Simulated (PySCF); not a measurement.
**C3H6BP: electronic excitations and core binding energies**

What electronic excitations and core binding energies should C3H6BP (`CC#CBP`) show?

Programs: PySCF 2.14.0, with density-fitted response routines of our own. Each step states its level of theory. These are calculated values for one molecule in the gas phase, unless marked as measured. Atoms are numbered from 0 throughout.

## Step 1: The starting structure

11 atoms, charge 0, multiplicity 1; geometry from: GFN2-xTB.

Bonds of the start (Å): C0–C1 1.44, C1–C2 1.21, C2–B3 1.49, B3–P4 1.88, C0–H5 1.09, C0–H6 1.09, C0–H7 1.09, B3–H8 1.17, P4–H9 1.38, P4–H10 1.38.

## Step 2: Ultraviolet spectrum: PBE0/def2-SVPD

The job: settings as JSON, then the geometry in Å.

```
{"job": {"kind": "uv", "xc": "PBE0", "basis": "def2-SVPD", "nstates": 8, "ntriplets": 3}, "charge": 0, "multiplicity": 1}
C     -2.385743     0.731700     0.484819
C     -1.112099     0.084147     0.284154
C     -0.048427    -0.469057     0.117097
B      1.279759    -1.121483    -0.074047
P      2.723210    -0.128318    -0.758446
H     -2.432774     1.132021     1.498067
H     -2.504576     1.553112    -0.221888
H     -3.200868     0.020413     0.349231
H      1.411937    -2.274125     0.097670
H      2.544451     1.066355    -0.085878
H      3.730555    -0.592095     0.068187
```

Level: TDDFT PBE0/def2-SVPD, vertical, gas phase, core orbitals frozen in the response.

Started as:

```sh
$ OMP_NUM_THREADS=1 python probes_run.py task.json out
```

One launch serves the whole session: the jobs run in the order shown.

**Question.** This job is followed by: delta-SCF UKS SCAN, pcX-2 on the ionised atom, pcseg-1 elsewhere, spin-free X2C. What will the session give for the following? lowest singlet (PBE0/def2-SVPD); brightest single state of those computed; lowest triplet; surface potential, 1st and 99th percentile; C1s binding energies, SCAN/pcX-2 (standing for 2 of 3 atoms); P1s binding energies, SCAN/pcX-2; P2p binding energies, SCAN/pcX-2.

The runs gave:

| quantity | value |
| --- | --- |
| lowest singlet (PBE0/def2-SVPD) | 3.70 eV (335 nm), f = 0.018 |
| brightest single state of those computed | state 2, 4.73 eV, f = 0.180 |
| lowest triplet | 3.13 eV |
| surface potential, 1st and 99th percentile | -0.77 V and 1.09 V |
| C1s binding energies, SCAN/pcX-2 (standing for 2 of 3 atoms) | C0 291.71, C2 289.65 eV |
| P1s binding energies, SCAN/pcX-2 | P4 2149.49 eV |
| P2p binding energies, SCAN/pcX-2 | P4 136.26 eV |

**Reading.** The first singlet state (HOMO→LUMO 0.78, HOMO−1→LUMO 0.20) lies at 3.70 eV and is weak; of the 8 states computed, the strongest absorption comes from state 2 at 4.73 eV. The lowest triplet lies 0.58 eV below the lowest singlet (triplets in Tamm-Dancoff, singlets in full TDDFT). By nearest atom (PBE0/def2-SVPD), the HOMO sits on P4 39 %; C1 19 % and the LUMO on B3 43 %; C1 20 %. The C1s levels kept as sound span 2.06 eV, from C2 (alkyne carbon) up to C0 (propargylic methyl carbon). Only 2 of the 3 C atoms are covered by sound results.
